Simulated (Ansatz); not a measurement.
# Cd2Se: the cost of one run

Method: DFT PBE, scalar-relativistic, plane waves, PAW, in Ansatz 0.2.0.

### Step 1. The system as given

It takes space group Fd-3m (No. 227, cubic). Conventional cell: a = 8.433 Å, b = 8.433 Å, c = 8.433 Å, α = 90.00°, β = 90.00°, γ = 90.00°. Around Cd (site symmetry -3m) lie 6 Cd at 2.98 Å and 6 Se at 3.50 Å. Se (site symmetry -43m) is surrounded by 12 Cd at 3.50 Å.

As a file:

```
CELL_PARAMETERS angstrom
0.00000 4.21646 4.21646
4.21646 0.00000 4.21646
4.21646 4.21646 0.00000
ATOMIC_POSITIONS crystal
Cd 0.62500 0.62500 0.62500
Cd 0.12500 0.62500 0.62500
Cd 0.62500 0.12500 0.62500
Cd 0.62500 0.62500 0.12500
Se 0.00000 0.00000 0.00000
Se 0.25000 0.25000 0.25000
```

The cell is invented: species swapped into a database cell of ErCo2 (Fd-3m, No. 227), with Se on the Er sites and Cd on the Co sites. Lengths come from tabulated atomic sizes and are only a guess.

### Step 2. A first look at the guess

File input.yaml:

```yaml
crystal:
  lattice:
    - [0.0, 4.21646334, 4.21646334]
    - [4.21646334, 0.0, 4.21646334]
    - [4.21646334, 4.21646334, 0.0]
  atoms:
    - { symbol: Cd, position: [0.625, 0.625, 0.625] }
    - { symbol: Cd, position: [0.125, 0.625, 0.625] }
    - { symbol: Cd, position: [0.625, 0.125, 0.625] }
    - { symbol: Cd, position: [0.625, 0.625, 0.125] }
    - { symbol: Se, position: [0.0, 0.0, 0.0] }
    - { symbol: Se, position: [0.25, 0.25, 0.25] }
basis:
  ecutwfc: 420
kpoints:
  mp_grid: { grid: [4, 4, 4] }
hamiltonian:
  xc: pbe
scf:
  occupations: { method: gaussian, width: 0.1 }
  lower_state_search: "off"
output:
  forces: true
  stress: true
  eigenvalues: true
```

Launch:

```bash
$ ansatz run input.yaml --threads 1 --pin off --max-ram 2560MiB --backend cpu --events-out ev --progress --plain --runs-dir out
```

Q: Estimate wall time and peak memory on 1 thread of Arm Neoverse V2, shared host.

About 5 s, with a peak of 0.41 GiB.
